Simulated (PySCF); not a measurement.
**C2H7In (InH2Et) at CASSCF(10,10)/def2-SVP (core potential)**

Aim: the vertical singlet–triplet gap of C2H7In (InH2Et) at CASSCF(10,10)/def2-SVP (core potential), from 2 runs. Input form: a Python script.

The calculation is run with PySCF 2.14.0.

1 further run of the same task is left out (set aside as unsound or not needed).

**1. The molecule**

C2H7In has 10 atoms, charge 0, and is taken as a singlet. As SMILES, `[H][In]([H])[CH2]C`. The shape comes from GFN2-xTB, which is rough for such elements, and wasn't checked as a minimum.

Bond lengths: In1–C4 2.244 Å, C4–C5 1.527 Å, In1–H2 1.751 Å, In1–H3 1.751 Å, C4–H6 1.094 Å, C4–H7 1.094 Å, C5–H8 1.092 Å, C5–H9 1.092 Å, C5–H10 1.092 Å. Some angles: In1–C4–C5 111.6°, In1–C4–H6 108.2°, In1–C4–H7 108.4°, C5–C4–H6 110.3°, C5–C4–H7 110.1°, H2–In1–C4 124.5°, H3–In1–C4 124.7°, C4–C5–H8 110.5°, C4–C5–H9 110.9°, C4–C5–H10 110.9°.

**2. A single-point energy at CASSCF(10,10)/def2-SVP (core potential)**

The input, calc.py:

```python
import numpy
from pyscf import gto, scf, mp, mcscf

mol = gto.M(
    atom='''
In       0.812150       1.501060       0.578580
H        2.557080       1.639060       0.599560
H        0.065540       3.083810       0.525900
C       -0.310130      -0.442160       0.566570
C       -0.485960      -0.981860      -0.851380
H       -1.286090      -0.275540       1.032160
H        0.241770      -1.162440       1.177770
H       -1.028310      -1.929560      -0.835430
H       -1.048860      -0.278880      -1.468780
H        0.482820      -1.153480      -1.324970
''',
    verbose=4,
    max_memory=1860,
    charge=0,
    ecp={'In': 'def2-svp'},
    basis='def2-svp',
)

mf = mol.RHF()
mf.conv_tol = 1e-10
mf.kernel()
if not mf.converged:
    mf = mf.newton().run(mf.mo_coeff, mf.mo_occ)

pt = mp.MP2(scf.addons.convert_to_uhf(mf)).run()
noons, natorbs = mcscf.addons.make_natural_orbitals(pt)
print('natural occupations', numpy.round(noons[:40], 4))
cas = mcscf.CASSCF(mf, 10, 10)
cas.fix_spin_(ss=0.0)
cas.natorb = True
cas.kernel(natorbs)
etot = cas.e_tot
print('Final energy', etot)
```

Run with:

```bash
$ OMP_NUM_THREADS=1 python calc.py
```

The program printed:

```text
PySCF version 2.14.0

[... 66 lines left out ...]
converged SCF energy = -268.91389034531
[... 34 lines left out ...]
sorting_mo_energy = False
[... 32 lines left out ...]
1-step CASSCF converged in   9 macro (141 JK  27 micro) steps
[... 3 lines left out ...]
Natural orbital (expansion on meta-Lowdin AOs) in CAS space
[... 32 lines left out ...]
CASSCF energy = -269.004838174895
[... 1 line left out ...]
Final energy -269.00483817489516
```

Wall time 32 s (1 thread of Arm Neoverse V2, shared host); peak memory 0.32 GiB.

**3. The triplet**

The input, run.py:

```python
import numpy
from pyscf import gto, scf, mp, mcscf

system = gto.Mole()
system.atom = [
    ('In', (0.812150, 1.501060, 0.578580)),
    ('H', (2.557080, 1.639060, 0.599560)),
    ('H', (0.065540, 3.083810, 0.525900)),
    ('C', (-0.310130, -0.442160, 0.566570)),
    ('C', (-0.485960, -0.981860, -0.851380)),
    ('H', (-1.286090, -0.275540, 1.032160)),
    ('H', (0.241770, -1.162440, 1.177770)),
    ('H', (-1.028310, -1.929560, -0.835430)),
    ('H', (-1.048860, -0.278880, -1.468780)),
    ('H', (0.482820, -1.153480, -1.324970)),
]
system.charge = 0
system.max_memory = 1860
system.ecp = {'In': 'def2-svp'}
system.basis = 'def2-svp'
system.verbose = 3
system.spin = 2
system.build()

hf = scf.ROHF(system)
hf.conv_tol = 1e-10
hf.kernel()
if not hf.converged:
    hf = hf.newton().run(hf.mo_coeff, hf.mo_occ)

pt = mp.MP2(scf.addons.convert_to_uhf(hf)).run()
noons, natorbs = mcscf.addons.make_natural_orbitals(pt)
print('natural occupations', numpy.round(noons[:40], 4))
cas = mcscf.CASSCF(hf, 10, 10)
cas.fix_spin_(ss=2.0)
cas.natorb = True
cas.kernel(natorbs)
etot = cas.e_tot
print('E = %.10f Eh' % etot)
```

Run with:

```bash
$ OMP_NUM_THREADS=1 python run.py
```

The program printed:

```text
converged SCF energy = -268.76755861075
E(UMP2) = -269.161417809812  E_corr = -0.393859199061781
E(SCS-UMP2) = -269.164884182453  E_corr = -0.397325571702587
natural occupations [1.9998 1.9998 1.9997 1.9995 1.9994 1.9993 1.9967 1.9965 1.9964 1.9963
 1.9962 1.9832 1.9771 1.9707 1.9705 1.968  1.9679 1.9665 1.9602 0.9946
 0.9913 0.025  0.0217 0.0168 0.0165 0.0161 0.0141 0.0136 0.0126 0.0102
 0.0099 0.0089 0.0084 0.0074 0.0066 0.0065 0.006  0.006  0.0058 0.0049]
CASSCF energy = -268.842590453297
CASCI E = -268.842590453297  E(CI) = -18.5149766448832  S^2 = 2.0000000
E = -268.8425904533 Eh
```

Wall time 54 s (1 thread of Arm Neoverse V2, shared host); peak memory 0.32 GiB.

**4. What came out**

Level: CASSCF(10,10)/def2-SVP (core potential).

| quantity | value |
| --- | --- |
| singlet: total energy | -269.00484 Eh |
| singlet: dipole moment (Hartree–Fock density) | 1.09 D |
| singlet: HOMO energy (Hartree–Fock orbitals) | -9.71 eV |
| singlet: LUMO energy (Hartree–Fock orbitals) | 0.95 eV |
| singlet: HOMO–LUMO gap (Hartree–Fock orbitals) | 10.67 eV |
| triplet: total energy | -268.84259 Eh |
| triplet: dipole moment (Hartree–Fock density) | 6.04 D |
| vertical energy of the triplet above the singlet | 4.415 eV |

At this shape the triplet lies 4.41 eV (426 kJ/mol) above the singlet. Mulliken charges (singlet) of the mean-field density run from -0.40 on C4 to +0.63 on In1. Mulliken charges (triplet) of the mean-field density run from -0.21 on C4 to +0.13 on H7.
